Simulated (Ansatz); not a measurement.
# Ca9Mg2Si5: the cost of one run

Program: Ansatz 0.2.0. Level of theory: DFT PBE, scalar-relativistic, plane waves, PAW. These are calculated values, not measurements.

## 1. Starting point

The cell holds 16 atoms (Ca9Mg2Si5): a = 7.953 Å, b = 7.953 Å, c = 7.953 Å, α = 90.00°, β = 90.00°, γ = 90.00°.

The sites of an ideal bcc lattice, at a guessed lattice constant, take 5 Si, 9 Ca, 2 Mg (sublattices apart by semicolons), with a shake of 0.02 Å. Warren-Cowley parameters of the first shell (negative: unlike neighbours preferred): Ca-Mg +0.00, Ca-Si -0.56, Mg-Si +0.00. In a cell this small the draw can fall short of the order aimed at.

As a file:

```xyz
16
Lattice="7.9534 0.0000 0.0000 0.0000 7.9534 0.0000 0.0000 0.0000 7.9534" Properties=species:S:1:pos:R:3 pbc="T T T"
Mg    0.0058    0.0048    7.9425
Mg    5.9722    5.9725    5.9400
Si    1.9827    1.9832    2.0098
Si    1.9808    5.9319    1.9850
Si    5.9534    5.9389    2.0033
Si    5.9354    1.9749    5.9702
Si    1.9736    5.9420    5.9703
Ca    3.9533    7.9513    7.9292
Ca    0.0404    4.0207    7.9119
Ca    0.0194    0.0010    3.9641
Ca    4.0041    3.9832    7.9522
Ca    3.9799    0.0234    3.9724
Ca    5.9484    2.0019    2.0108
Ca    7.9523    3.9703    3.9723
Ca    1.9585    1.9817    6.0036
Ca    3.9510    3.9781    3.9559
```

## 2. Relaxation without symmetry, coarse mesh

Cell and atoms move without symmetry, on a coarse mesh with loose thresholds.

Contents of input.yaml:

```yaml
crystal:
  lattice:
    - [7.95337464, 0.0, 0.0]
    - [0.0, 7.95337464, 0.0]
    - [0.0, 0.0, 7.95337464]
  atoms:
    - { symbol: Mg, position: [0.0007321175, 0.0006077974, 0.9986355529] }
    - { symbol: Mg, position: [0.7509045346, 0.7509334327, 0.7468568162] }
    - { symbol: Si, position: [0.2492876762, 0.2493577314, 0.2526928446] }
    - { symbol: Si, position: [0.2490506579, 0.7458333004, 0.249577616] }
    - { symbol: Si, position: [0.7485352158, 0.7467133069, 0.2518797584] }
    - { symbol: Si, position: [0.7462694682, 0.2483114468, 0.7506549116] }
    - { symbol: Si, position: [0.2481489259, 0.7471081801, 0.750667688] }
    - { symbol: Ca, position: [0.4970579136, 0.9997375587, 0.9969632999] }
    - { symbol: Ca, position: [0.0050739022, 0.5055330155, 0.9947859332] }
    - { symbol: Ca, position: [0.0024431166, 0.0001303265, 0.4984192443] }
    - { symbol: Ca, position: [0.5034528971, 0.5008204956, 0.999847527] }
    - { symbol: Ca, position: [0.5003979343, 0.0029412372, 0.4994586019] }
    - { symbol: Ca, position: [0.7479038023, 0.2516989237, 0.2528267758] }
    - { symbol: Ca, position: [0.9998692835, 0.4991963065, 0.4994541249] }
    - { symbol: Ca, position: [0.2462497567, 0.2491626104, 0.7548450425] }
    - { symbol: Ca, position: [0.4967650159, 0.5001797905, 0.4973891459] }
  symmetry: { detect: false }
basis:
  ecutwfc: 420
kpoints:
  mp_grid: { grid: [2, 2, 2], shift: [0.5, 0.5, 0.5] }
hamiltonian:
  xc: pbe
scf:
  occupations: { method: gaussian, width: 0.1 }
  lower_state_search: "off"
output:
  forces: true
  stress: true
  eigenvalues: true
relax:
  adjacent_minimum: "off"
  f_tol: 0.04
  max_steps: 50
  cell: { stress_tol: 0.3 }
```

Run with:

```console
$ ansatz run input.yaml --threads 4 --pin off --max-ram 9216MiB --backend cpu --events-out ev --progress --plain --runs-dir out
```

What time and memory should one allow on 4 threads of Intel Xeon Platinum 8259CL at 2.50GHz (Skylake/Cascade Lake), shared host?

About 73 s, with a peak of 1.1 GiB.
